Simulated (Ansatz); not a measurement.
# AsH9SiSn: the cost of one run

Program: Ansatz 0.2.0. Level of theory: UKS PBE0-D4/def2-SVP. These are calculated values, not measurements.

1 further run of the same task is left out (it didn't finish).

## 1. Starting point

Bond lengths: Sn1–Si2 2.920 Å, Sn1–H3 1.721 Å, Sn1–H4 1.711 Å, Sn1–H5 1.724 Å, Sn1–As7 3.023 Å, Si2–H8 1.474 Å, Si2–H9 1.460 Å, Si2–H10 1.460 Å, As7–H11 1.519 Å, As7–H12 1.485 Å. Angles (14 of 19 angles, heavy atoms first): Si2–Sn1–As7 72.1°, Sn1–Si2–H8 96.9°, Sn1–Si2–H9 107.9°, Sn1–Si2–H10 107.6°, Si2–Sn1–H3 125.4°, Si2–Sn1–H4 123.0°, Si2–Sn1–H5 112.9°, H3–Sn1–As7 77.7°, H4–Sn1–As7 84.0°, H5–Sn1–As7 173.3°, Sn1–As7–H11 165.3°, Sn1–As7–H12 87.0°, H8–Si2–H9 103.7°, H8–Si2–H10 103.5°.

As a file:

```xyz
12

Sn   -1.6328    0.0492    0.0632
Si    0.8591    1.5657   -0.0656
H    -2.0773   -1.2303   -0.9987
H    -2.2160   -0.6651    1.5043
H    -3.0245    1.0181   -0.2454
H     1.5421   -0.1371    0.3372
As    0.6557   -1.8967    0.4026
H     0.2528    2.8751   -0.3657
H     1.5377    1.2073   -1.3074
H     1.3504    1.7224    1.3001
H     2.0155   -2.5709    0.4552
H     0.7373   -1.9376   -1.0799
```

## 2. Pulling towards end A

Springs on the bonds that form and break draw the guess towards this end; the thresholds are loose.

input.yaml

```yaml
crystal:
  periodic: [false, false, false]
  atoms:
    - { symbol: Sn, position_ang: [-1.6328, 0.0492, 0.0632] }
    - { symbol: Si, position_ang: [0.8591, 1.5657, -0.0656] }
    - { symbol: H, position_ang: [-2.0773, -1.2303, -0.9987] }
    - { symbol: H, position_ang: [-2.216, -0.6651, 1.5043] }
    - { symbol: H, position_ang: [-3.0245, 1.0181, -0.2454] }
    - { symbol: H, position_ang: [1.5421, -0.1371, 0.3372] }
    - { symbol: As, position_ang: [0.6557, -1.8967, 0.4026] }
    - { symbol: H, position_ang: [0.2528, 2.8751, -0.3657] }
    - { symbol: H, position_ang: [1.5377, 1.2073, -1.3074] }
    - { symbol: H, position_ang: [1.3504, 1.7224, 1.3001] }
    - { symbol: H, position_ang: [2.0155, -2.5709, 0.4552] }
    - { symbol: H, position_ang: [0.7373, -1.9376, -1.0799] }
magnetization:
  spin_polarized: true
basis:
  gaussian: { orbitals: def2-SVP }
hamiltonian:
  xc: pbe0
  dispersion: d4
relax:
  f_tol: 0.15
  max_steps: 25
  restrain:
    - { distance: [0, 6], at: 3.88, k: 30.0 }
    - { distance: [5, 1], at: 2.72, k: 30.0 }
    - { distance: [0, 1], at: 2.5, k: 30.0 }
    - { distance: [5, 6], at: 1.5, k: 30.0 }
output:
  orbitals: {}
```

Launch:

```console
ansatz run input.yaml --threads 4 --pin off --max-ram 5120MiB --backend cpu --events-out ev --progress --plain --runs-dir out
```

**Question.** How long does this run take on 4 threads of Arm Neoverse N1, shared host, and how much memory does it need?

About 57 s, with a peak of 0.5 GiB.
